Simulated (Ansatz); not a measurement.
**CH5BFNSi: two geometries relaxed**

Are the two ends of the rotation by 120° about the B1–Si2 bond separate minima, and which lies lower? Each is relaxed from a guess. SMILES of the start: B[SiH2]N=CF.

All numbers below are computed with Ansatz 0.2.0 (RKS revPBE-D4/6-31G*).

**1. The structure to begin with**

Bond lengths: B1–Si2 1.885 Å, Si2–N3 1.758 Å, N3–C4 1.341 Å, C4–F5 1.298 Å, B1–H6 1.255 Å, B1–H7 1.167 Å, Si2–H8 1.440 Å, Si2–H9 1.517 Å, C4–H10 1.115 Å. Angles: B1–Si2–N3 108.3°, B1–Si2–H8 109.9°, B1–Si2–H9 111.2°, N3–Si2–H8 108.3°, N3–Si2–H9 109.8°, H8–Si2–H9 109.2°, Si2–B1–H6 120.0°, Si2–B1–H7 123.5°, H6–B1–H7 116.5°, Si2–N3–C4 125.3°, N3–C4–F5 122.2°, N3–C4–H10 114.1°, F5–C4–H10 123.5°.

Coordinates:

```xyz
10

B    -1.6369   -0.0077   -0.5642
Si   -0.4257   -0.5869    0.7593
N     1.1871   -0.6128    0.0591
C     1.8812    0.4662   -0.3296
F     3.0616    0.3745   -0.8613
H    -2.3186    1.0304   -0.3811
H    -1.7807   -0.5509   -1.5875
H    -0.7589   -1.9237    1.1777
H    -0.4480    0.3338    1.9643
H     1.3219    1.4258   -0.2338
```

**2. End point A**

Input file input.yaml:

```yaml
crystal:
  periodic: [false, false, false]
  atoms:
    - { symbol: B, position_ang: [-1.6369, -0.0077, -0.5642] }
    - { symbol: Si, position_ang: [-0.4257, -0.5869, 0.7593] }
    - { symbol: "N", position_ang: [1.1871, -0.6128, 0.0591] }
    - { symbol: C, position_ang: [1.8812, 0.4662, -0.3296] }
    - { symbol: F, position_ang: [3.0616, 0.3745, -0.8613] }
    - { symbol: H, position_ang: [-2.3186, 1.0304, -0.3811] }
    - { symbol: H, position_ang: [-1.7807, -0.5509, -1.5875] }
    - { symbol: H, position_ang: [-0.7589, -1.9237, 1.1777] }
    - { symbol: H, position_ang: [-0.448, 0.3338, 1.9643] }
    - { symbol: H, position_ang: [1.3219, 1.4258, -0.2338] }
basis:
  gaussian: { orbitals: "6-31G*" }
hamiltonian:
  xc: revpbe
  dispersion: d4
relax:
  f_tol: 0.015
  max_steps: 40
output:
  orbitals: {}
```

On the command line:

```
ansatz run input.yaml --threads 1 --pin off --max-ram 2048MiB --backend cpu --events-out ev --progress --plain --runs-dir out
```

Log, shortened:

```text
Warning: RAYON_NUM_THREADS=1 ignored (pool sized by the plan → 1); use --threads N
[...]
Functional definition: revPBE
[...]
1038 factors; their error is unknown
[...]
mean field -13872.99577668 eV, -509.8231913386 hartree, gradient 1.3e-5 eV, S^2 0.000000; 0 other end points of the search recorded, 0 dependent functions left out
[...]
reference -13872.99581475 eV, -509.8231927378 hartree; 23, 23 occupied and 66, 66 virtual orbitals, 1038 factors
relax step   1: F+E_penalty+E_count = -13873.58935142 eV  Δ(F+E_penalty+E_count) = +0.000e0 eV  max|allowed force component| = 5.517e0 eV/Å  Δτ_max = 0.0000 Å  (30 SCF iters, accepted)
[...]
relax step   4: F+E_penalty+E_count = -13874.32204722 eV  Δ(F+E_penalty+E_count) = -9.191e-2 eV  max|allowed force component| = 7.723e-1 eV/Å  Δτ_max = 0.1866 Å  (36 SCF iters, accepted)
[...]
relax step   7: F+E_penalty+E_count = -13874.37341084 eV  Δ(F+E_penalty+E_count) = -8.650e-3 eV  max|allowed force component| = 5.633e-1 eV/Å  Δτ_max = 0.1369 Å  (30 SCF iters, accepted)
[...]
relax step  10: F+E_penalty+E_count = -13874.42741300 eV  Δ(F+E_penalty+E_count) = -8.673e-3 eV  max|allowed force component| = 7.025e-2 eV/Å  Δτ_max = 0.1929 Å  (30 SCF iters, accepted)
[...]
relax step  13: F+E_penalty+E_count = -13874.43087761 eV  Δ(F+E_penalty+E_count) = -3.515e-4 eV  max|allowed force component| = 1.227e-1 eV/Å  Δτ_max = 0.0919 Å  (30 SCF iters, accepted)
[...]
relax step  14: F+E_penalty+E_count = -13874.43097293 eV  Δ(F+E_penalty+E_count) = -9.532e-5 eV  max|allowed force component| = 9.420e-2 eV/Å  Δτ_max = 0.0105 Å  (31 SCF iters, accepted)
[...]
relax step  15: F+E_penalty+E_count = -13874.43201942 eV  Δ(F+E_penalty+E_count) = -1.046e-3 eV  max|allowed force component| = 1.059e-2 eV/Å  Δτ_max = 0.0259 Å  (31 SCF iters, accepted)
1038 factors; their error is unknown
[...]
mean field -13873.86299082 eV, -509.8550608705 hartree, gradient 3.1e-5 eV, S^2 0.000000; 1 other end points of the search recorded, 0 dependent functions left out
[...]
reference -13873.86302942 eV, -509.8550622892 hartree; 23, 23 occupied and 66, 66 virtual orbitals, 1038 factors
Total energy: -13874.43205803 eV, -509.8759737047 hartree
Atom 0 at    -2.014159    -0.101813    -0.647982 Å, force    -0.004389     0.000683    -0.002436 eV/Å
Atom 1 at    -0.421635    -0.327249     0.571007 Å, force     0.010588     0.000778    -0.001414 eV/Å
Atom 2 at     1.107450    -0.479073    -0.306528 Å, force    -0.005823     0.002598     0.005542 eV/Å
Atom 3 at     2.065029     0.324559    -0.162978 Å, force     0.003999     0.002359    -0.002727 eV/Å
Atom 4 at     3.216217     0.184831    -0.874870 Å, force     0.001123    -0.002203     0.000062 eV/Å
Atom 5 at    -3.109062     0.017743    -0.152775 Å, force     0.000333    -0.001430    -0.000503 eV/Å
Atom 6 at    -1.936632    -0.089397    -1.850180 Å, force    -0.000065     0.002425     0.001402 eV/Å
Atom 7 at    -0.599676    -1.597982     1.356925 Å, force    -0.002415    -0.003385     0.003294 eV/Å
Atom 8 at    -0.383022     0.809174     1.574271 Å, force     0.000066    -0.001682    -0.003190 eV/Å
Atom 9 at     2.158491     1.207907     0.496010 Å, force    -0.003419    -0.000143    -0.000029 eV/Å
Dipole moment:    -0.177549     0.275199     0.202655 e Å
```

Run time: 60 s. Hardware: 1 thread of Arm Neoverse V2, shared host; peak memory 0.17 GiB.

Relaxation path:

```csv
step,energy from step 1 (eV),largest force component (eV/Å)
1,0.0000,5.5168
2,-0.3634,3.5616
3,-0.6408,1.2676
4,-0.7327,0.7723
5,-0.7644,0.2693
6,-0.7754,0.4726
7,-0.7841,0.5633
8,-0.8156,0.0935
9,-0.8294,0.0713
10,-0.8381,0.0702
11x,-0.8342,0.3935
12,-0.8412,0.0677
13,-0.8415,0.1227
14,-0.8416,0.0942
15,-0.8427,0.0106
```

Step 1 is the start. 1 step was tried and not accepted (marked x).

After: Bond lengths: B1–Si2 2.018 Å, Si2–N3 1.770 Å, N3–C4 1.258 Å, C4–F5 1.361 Å, B1–H6 1.208 Å, B1–H7 1.205 Å, Si2–H8 1.505 Å, Si2–H9 1.516 Å, C4–H10 1.106 Å. Angles: B1–Si2–N3 113.1°, B1–Si2–H8 108.4°, B1–Si2–H9 109.6°, N3–Si2–H8 106.8°, N3–Si2–H9 111.7°, H8–Si2–H9 106.9°, Si2–B1–H6 118.6°, Si2–B1–H7 123.6°, H6–B1–H7 117.8°, Si2–N3–C4 123.1°, N3–C4–F5 121.2°, N3–C4–H10 130.0°, F5–C4–H10 108.8°.

**3. Relaxing end B**

The second end starts from a geometry with the move made by hand.

Input file input.yaml:

```yaml
crystal:
  periodic: [false, false, false]
  atoms:
    - { symbol: B, position_ang: [-1.6369, -0.0077, -0.5642] }
    - { symbol: Si, position_ang: [-0.4257, -0.5869, 0.7593] }
    - { symbol: "N", position_ang: [-0.90165, -2.19873, 1.27657] }
    - { symbol: C, position_ang: [-0.8488, -3.30347, 0.51905] }
    - { symbol: F, position_ang: [-1.23796, -4.46157, 0.95704] }
    - { symbol: H, position_ang: [-2.3186, 1.0304, -0.3811] }
    - { symbol: H, position_ang: [-1.7807, -0.5509, -1.5875] }
    - { symbol: H, position_ang: [-0.48796, 0.29089, 1.89891] }
    - { symbol: H, position_ang: [0.99466, -0.61613, 0.22833] }
    - { symbol: H, position_ang: [-0.52583, -3.11946, -0.53198] }
basis:
  gaussian: { orbitals: "6-31G*" }
hamiltonian:
  xc: revpbe
  dispersion: d4
relax:
  f_tol: 0.015
  max_steps: 40
```

On the command line:

```
ansatz run input.yaml --threads 1 --pin off --max-ram 2048MiB --backend cpu --events-out ev --progress --plain --runs-dir out
```

Log, shortened:

```text
Warning: RAYON_NUM_THREADS=1 ignored (pool sized by the plan → 1); use --threads N
[...]
Functional definition: revPBE
[...]
1038 factors; their error is unknown
[...]
mean field -13873.00118933 eV, -509.8233902501 hartree, gradient 6.9e-5 eV, S^2 0.000000; 0 other end points of the search recorded, 0 dependent functions left out
[...]
reference -13873.00122744 eV, -509.8233916506 hartree; 23, 23 occupied and 66, 66 virtual orbitals, 1038 factors
relax step   1: F+E_penalty+E_count = -13873.59663473 eV  Δ(F+E_penalty+E_count) = +0.000e0 eV  max|allowed force component| = 6.694e0 eV/Å  Δτ_max = 0.0000 Å  (29 SCF iters, accepted)
[...]
relax step   4: F+E_penalty+E_count = -13874.23119640 eV  Δ(F+E_penalty+E_count) = +2.205e-2 eV  max|allowed force component| = 1.732e0 eV/Å  Δτ_max = 0.2000 Å  (30 SCF iters, rejected (line search))
[...]
relax step   7: F+E_penalty+E_count = -13874.35767830 eV  Δ(F+E_penalty+E_count) = -6.590e-3 eV  max|allowed force component| = 2.187e-1 eV/Å  Δτ_max = 0.1459 Å  (30 SCF iters, accepted)
[...]
relax step  10: F+E_penalty+E_count = -13874.37732442 eV  Δ(F+E_penalty+E_count) = -9.072e-3 eV  max|allowed force component| = 1.490e-1 eV/Å  Δτ_max = 0.0973 Å  (30 SCF iters, accepted)
[...]
relax step  12: F+E_penalty+E_count = -13874.38492722 eV  Δ(F+E_penalty+E_count) = -1.109e-3 eV  max|allowed force component| = 5.016e-1 eV/Å  Δτ_max = 0.1269 Å  (31 SCF iters, accepted)
[...]
relax step  13: F+E_penalty+E_count = -13874.41703021 eV  Δ(F+E_penalty+E_count) = -3.210e-2 eV  max|allowed force component| = 1.271e-1 eV/Å  Δτ_max = 0.2000 Å  (36 SCF iters, accepted)
[...]
1038 factors; their error is unknown
```

**4. More of the same log: end point B relaxed**

Output, continued, shortened:

```text
mean field -13873.84890612 eV, -509.8545432675 hartree, gradient 2.6e-5 eV, S^2 0.000000; 0 other end points of the search recorded, 0 dependent functions left out
[...]
reference -13873.84894456 eV, -509.8545446798 hartree; 23, 23 occupied and 66, 66 virtual orbitals, 1038 factors
relax step  14: F+E_penalty+E_count = -13874.41953172 eV  Δ(F+E_penalty+E_count) = -2.502e-3 eV  max|allowed force component| = 1.068e-1 eV/Å  Δτ_max = 0.0681 Å  (30 SCF iters, accepted)
[...]
relax step  20: F+E_penalty+E_count = -13874.43075756 eV  Δ(F+E_penalty+E_count) = +9.197e-4 eV  max|allowed force component| = 1.094e-1 eV/Å  Δτ_max = 0.0334 Å  (31 SCF iters, rejected (line search))
[...]
relax step  21: F+E_penalty+E_count = -13874.43208160 eV  Δ(F+E_penalty+E_count) = -4.044e-4 eV  max|allowed force component| = 5.209e-3 eV/Å  Δτ_max = 0.0167 Å  (32 SCF iters, accepted)
[...]
Atom 0 at    -1.841951     0.345158    -0.614793 Å, force     0.000117     0.000995    -0.002914 eV/Å
Atom 1 at    -0.639700    -0.705344     0.620964 Å, force    -0.004835     0.001843    -0.002175 eV/Å
Atom 2 at    -1.228936    -2.343164     0.936620 Å, force     0.000937     0.004757    -0.001449 eV/Å
Atom 3 at    -0.587716    -3.379347     0.623132 Å, force     0.001687    -0.001935    -0.000373 eV/Å
Atom 4 at    -1.090957    -4.620408     0.864093 Å, force     0.002080    -0.000434    -0.000692 eV/Å
Atom 5 at    -1.564211     1.497134    -0.848511 Å, force    -0.001050    -0.004504     0.000302 eV/Å
Atom 6 at    -2.822455    -0.114395    -1.143581 Å, force     0.004598     0.002331     0.005209 eV/Å
Atom 7 at    -0.559695    -0.008373     1.951271 Å, force    -0.000359     0.000101     0.000268 eV/Å
Atom 8 at     0.762631    -0.712050     0.041756 Å, force    -0.001267    -0.001369     0.000925 eV/Å
Atom 9 at     0.403549    -3.482781     0.143469 Å, force    -0.001908    -0.001785     0.000899 eV/Å
Dipole moment:     0.272724     0.158127    -0.219584 e Å
```

It took 82 s on 1 thread of Arm Neoverse V2, shared host; peak memory 0.17 GiB.

The steps of the relaxation:

```csv
step,energy from step 1 (eV),largest force component (eV/Å)
1,0.0000,6.6940
2,-0.3785,2.8600
3,-0.6566,1.2942
4x,-0.6346,1.7322
5,-0.7464,0.1623
6,-0.7545,0.0844
7,-0.7610,0.2187
8x,-0.7467,0.8330
9,-0.7716,0.1707
10,-0.7807,0.1490
11,-0.7872,0.4495
12,-0.7883,0.5016
13,-0.8204,0.1271
14,-0.8229,0.1068
15,-0.8293,0.1589
16,-0.8341,0.0362
17x,-0.8312,0.2456
18,-0.8350,0.0155
19,-0.8350,0.0623
20x,-0.8341,0.1094
21,-0.8354,0.0052
```

Step 1 is the start. 4 steps were tried and not accepted (marked x).

After: Bond lengths: B1–Si2 2.019 Å, Si2–N3 1.769 Å, N3–C4 1.258 Å, C4–F5 1.361 Å, B1–H6 1.208 Å, B1–H7 1.205 Å, Si2–H8 1.504 Å, Si2–H9 1.517 Å, C4–H10 1.106 Å. Angles: B1–Si2–N3 113.1°, B1–Si2–H8 109.4°, B1–Si2–H9 108.6°, N3–Si2–H8 106.8°, N3–Si2–H9 111.8°, H8–Si2–H9 106.9°, Si2–B1–H6 118.5°, Si2–B1–H7 123.7°, H6–B1–H7 117.8°, Si2–N3–C4 123.2°, N3–C4–F5 121.2°, N3–C4–H10 129.9°, F5–C4–H10 108.8°.

**5. What came out**

| quantity | value |
| --- | --- |
| end A | 13 moves, 0.843 eV lower |
| end B | 16 moves, 0.835 eV lower |
| largest difference between the ends | 0.08 Å |
| end B relative to end A | -0.000 eV |

**Reading.** The two relaxations end at one structure, within 0.08 Å: no second minimum was found from this start, which doesn't rule one out.
